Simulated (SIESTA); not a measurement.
# BiTe under changes of volume

One of the cells (33.855 Å³/atom); the others are scaled copies at fixed shape and fractional positions:

```xyz
2
Lattice="0.0000 3.2350 3.2350 3.2350 0.0000 3.2350 3.2350 3.2350 0.0000" Properties=species:S:1:pos:R:3 pbc="T T T"
Bi    0.0000    0.0000    0.0000
Te    3.2350    3.2350    3.2350
```

| Property | Result |
| --- | --- |
| Program | SIESTA 5.4.2 |
| Functional | LDA |
| Potentials or basis | PseudoDojo 0.4 standard (LDA files) |
| Basis | DZP (energy shift 0.003 Ry; two zetas on semicore shells) |
| Grid cutoff | 500 Ry |
| Energy shift | 0.003 Ry |
| k mesh | 7 × 7 × 7 |
| Occupations | fermi-dirac, width 0.05 eV |
| Spin | no spin polarisation |

| volume (Å³/atom) | energy over the lowest point (meV/atom) | pressure (GPa) |
| --- | --- | --- |
| 31.824 | 3.09 | 1.4 |
| 32.501 | 0.00 | 0.2 |
| 33.178 | 1.63 | -0.9 |
| 33.855 | 7.52 | -1.9 |
| 34.532 | 17.18 | -2.7 |
| 35.209 | ? | ? |
| 35.886 | 46.31 | -4.1 |

Question: What does the run at 35.209 Å³/atom give?

Answer: Energy over the lowest point 30.22 meV/atom; pressure -3.5 GPa.

Worked out: A Birch-Murnaghan fit of order 3 (a polynomial in V^(-2/3)) to the other rows has its minimum at 32.59 Å³/atom with B0 = V·E''(V) = 53 GPa and B' = 4.4. It gives 30.23 meV/atom at 35.209 Å³/atom, against the run's 30.22, and -dE/dV = -3.5 GPa, against -3.5.

Energies are extrapolated to zero smearing.

Caveats: the basis of atomic orbitals isn't converged, which shifts pressures, moduli and gaps.
